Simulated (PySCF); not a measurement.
**SiCl3 (SMILES Cl[Si](Cl)Cl): UM06-2X/STO-3G**

Aim: the energy change on altering one bond length of SiCl3 at UM06-2X/STO-3G, from 2 runs. The job is set up through a Python script.

Program for the calculation: PySCF 2.14.0.

15 further runs of the same task are left out: 8 that didn't finish, 7 set aside as unsound or not needed.

## (1) The system as given

The species is SiCl3 (4 atoms), meant as a doublet with charge 0. SMILES: `Cl[Si](Cl)Cl`. The coordinates come from a PBE0-D4/def2-TZVP relaxation.

Bond lengths: Cl1–Si2 2.043 Å, Si2–Cl3 2.043 Å, Si2–Cl4 2.043 Å. Angles: Cl1–Si2–Cl3 109.4°, Cl1–Si2–Cl4 109.4°, Cl3–Si2–Cl4 109.5°.

## (2) A single-point energy at UM06-2X/STO-3G

File job.py:

```python
from pyscf import gto, dft

mol = gto.M(
    atom='Cl -1.524800 -0.591600 1.030100; Si 0.116100 0.389400 0.310600; Cl 1.694700 -0.903800 0.219000; Cl -0.286000 1.105900 -1.559700',
    charge=0,
    basis='sto-3g',
    verbose=3,
    max_memory=1860,
    spin=1,
)

myscf = dft.UKS(mol, xc='m06-2x')
myscf.grids.level = 5
myscf.conv_tol = 1e-10
myscf.kernel()
if not myscf.converged:
    myscf = myscf.newton().run(myscf.mo_coeff, myscf.mo_occ)

etot = myscf.e_tot
print('Final energy', etot)
```

Command:

```console
OMP_NUM_THREADS=1 python job.py
```

Standard output:

```text
WARN: HOMO -0.206848549637128 >= LUMO -0.206848549637129

converged SCF energy = -1651.87263497309  <S^2> = 0.75152443  2S+1 = 2.0015238
Final energy -1651.872634973085
```

It took 11 s on 1 thread of Intel Xeon Platinum 8488C (Sapphire Rapids), shared host; peak memory 0.28 GiB.

## (3) The distorted shape

File run.py:

```python
from pyscf import gto, dft

system = gto.M(
    atom='''
Cl    -2.787673     0.442954     1.103380
Si    -1.146773     1.423954     0.383880
Cl     1.694700    -0.903800     0.219000
Cl    -1.548873     2.140454    -1.486420
''',
    basis='sto-3g',
    charge=0,
    max_memory=1860,
    spin=1,
    verbose=3,
)

calc0 = dft.UKS(system, xc='m06-2x')
calc0.grids.level = 5
calc0.conv_tol = 1e-10
calc0.kernel()
if not calc0.converged:
    calc0 = calc0.newton().run(calc0.mo_coeff, calc0.mo_occ)

e_final = calc0.e_tot
print('E = %.10f Eh' % e_final)
```

Command:

```console
OMP_NUM_THREADS=1 python run.py
```

Standard output:

```text
WARN: HOMO -0.290851881810807 >= LUMO -0.290851881810803

WARN: HOMO -0.149005329413944 >= LUMO -0.149217579994646

converged SCF energy = -1651.76824154161  <S^2> = 0.750018  2S+1 = 2.000018
E = -1651.7682415416 Eh
```

It took 18 s on 1 thread of Intel Xeon Platinum 8488C (Sapphire Rapids), shared host; peak memory 0.28 GiB.

## (4) Outcome

At UM06-2X/STO-3G:

| quantity | value |
| --- | --- |
| first shape: total energy | -1651.87263 Eh |
| first shape: dipole moment | 2.08 D |
| first shape: HOMO energy (highest over α and β) | -6.59 eV |
| first shape: LUMO energy (lowest over α and β) | -1.08 eV |
| first shape: ⟨S²⟩ | 0.752 |
| distorted shape: total energy | -1651.76824 Eh |
| distorted shape: dipole moment | 2.21 D |
| distorted shape: HOMO energy (highest over α and β) | -6.38 eV |
| distorted shape: LUMO energy (lowest over α and β) | -3.43 eV |
| distorted shape: ⟨S²⟩ | 0.750 |
| energy change with the Si2–Cl3 bond stretched from 2.043 to 3.677 Å | 2.841 eV |

With the Si2–Cl3 bond stretched from 2.043 to 3.677 Å the energy rises by 2.84 eV (274 kJ/mol). The first shape isn't relaxed at this level, so the change isn't measured from a minimum. The minimal basis adds a large error of its own. Mulliken charges (first shape) run from -0.28 on Cl4 to +0.83 on Si2.
